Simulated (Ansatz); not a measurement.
This script for the Python package of Ansatz (0.2.0) starts 5 runs on CH6O2SSi, SMILES OC(S)O[SiH3]. What input does the engine get in each?

Script `run_methods.py`:
```python
# -*- coding: utf-8 -*-
from pathlib import Path

import ansatz as az
import numpy as np

GEOMETRY = """
O    -1.55810   -1.34640    0.52540
C    -0.49000   -0.44570    0.64550
S     0.62200   -1.17470    1.83180
O     0.17860   -0.31520   -0.63420
Si    0.77250    1.12180   -1.08790
H    -2.24330   -0.78650   -0.02220
H    -0.82240    0.51530    1.04950
H     0.75370   -2.34220    1.21490
H     1.27610    1.06660   -2.42010
H    -0.28390    2.16700   -0.95900
H     1.86030    1.48300   -0.12310
"""


def main():
    ch6o2ssi = az.Crystal.molecule()
    for line in GEOMETRY.strip().splitlines():
        symbol, *xyz = line.split()
        ch6o2ssi = ch6o2ssi.atom(symbol, [float(v) for v in xyz])

    model = ch6o2ssi.calculation().basis(gaussian="cc-pVDZ")

    print("functional    E (Ha)        dipole (D)   HOMO (eV)  LUMO (eV)")
    for name in ["hf", "lda", "r2scan", "r2scan0", "b3lyp"]:
        r = model.functional(name).forces().orbitals().run(threads=1, runs_dir="runs").report
        lines = Path(r["orbitals_path"]).read_text().splitlines()
        field_of = lambda key: [line.split("=")[1].strip() for line in lines if line.startswith(key)]
        orbitals = [(27.211386 * float(e), s, float(n)) for e, s, n in zip(field_of("Ene="), field_of("Spin="), field_of("Occup="))]
        homo = max(e for e, _, n in orbitals if n > 0.5)
        lumo = min(e for e, _, n in orbitals if n < 0.5)
        dipole = 4.803205 * np.linalg.norm(r["charge_distribution"]["dipole_moment_e_ang"])
        print(f"{name:10s} {r['free_energy_ev'] / 27.211386246:14.6f} {dipole:9.3f} {homo:11.3f} {lumo:10.3f}")


if __name__ == "__main__":
    main()
```

Run 1:
```yaml
crystal:
  periodic: [false, false, false]
  atoms:
    - { symbol: O, position_ang: [-1.5581, -1.3464, 0.5254] }
    - { symbol: C, position_ang: [-0.49, -0.4457, 0.6455] }
    - { symbol: S, position_ang: [0.622, -1.1747, 1.8318] }
    - { symbol: O, position_ang: [0.1786, -0.3152, -0.6342] }
    - { symbol: Si, position_ang: [0.7725, 1.1218, -1.0879] }
    - { symbol: H, position_ang: [-2.2433, -0.7865, -0.0222] }
    - { symbol: H, position_ang: [-0.8224, 0.5153, 1.0495] }
    - { symbol: H, position_ang: [0.7537, -2.3422, 1.2149] }
    - { symbol: H, position_ang: [1.2761, 1.0666, -2.4201] }
    - { symbol: H, position_ang: [-0.2839, 2.167, -0.959] }
    - { symbol: H, position_ang: [1.8603, 1.483, -0.1231] }
basis:
  gaussian:
    orbitals: cc-pVDZ
hamiltonian:
  xc: hf
output:
  orbitals: {}
  forces: true
```

Run 2, against run 1:
```diff
-  xc: hf
+  xc: lda
```

Run 3, against run 1:
```diff
-  xc: hf
+  xc: r2scan
```

Run 4, against run 1:
```diff
-  xc: hf
+  xc: r2scan0
```

Run 5, against run 1:
```diff
-  xc: hf
+  xc: b3lyp
```

`python run_methods.py` gives:
```text
functional    E (Ha)        dipole (D)   HOMO (eV)  LUMO (eV)
hf            -877.553020     2.225     -10.003      3.832
lda           -875.839582     1.895      -5.726     -0.571
r2scan        -879.696447     1.950      -5.984      0.112
r2scan0       -879.662604     2.035      -7.197      0.836
b3lyp         -879.881897     1.906      -6.687      0.333
```

Total energies depend on the basis set; only differences at equal settings carry meaning. The geometry is a force-field or estimated start, not a minimum of this method, and the basis set is short of its limit. A lower total doesn't mark the better method: functionals have no common bound, and MP2 and coupled cluster aren't variational. b3lyp holds the VWN-RPA fit, as in Gaussian; the form of ORCA and Turbomole is b3lyp5. Levels such as HOMO and LUMO are orbital energies: with these approximate functionals they aren't the ionisation energy and electron affinity, and their gap isn't the fundamental gap. For Al to Cl the sets with a tight d function, cc-pV(X+d)Z, are usual. Finished in 24 s on 1 thread of Intel(R) Xeon(R) Processor @ 2.30GHz (shared host), peak memory 0.36 GiB.
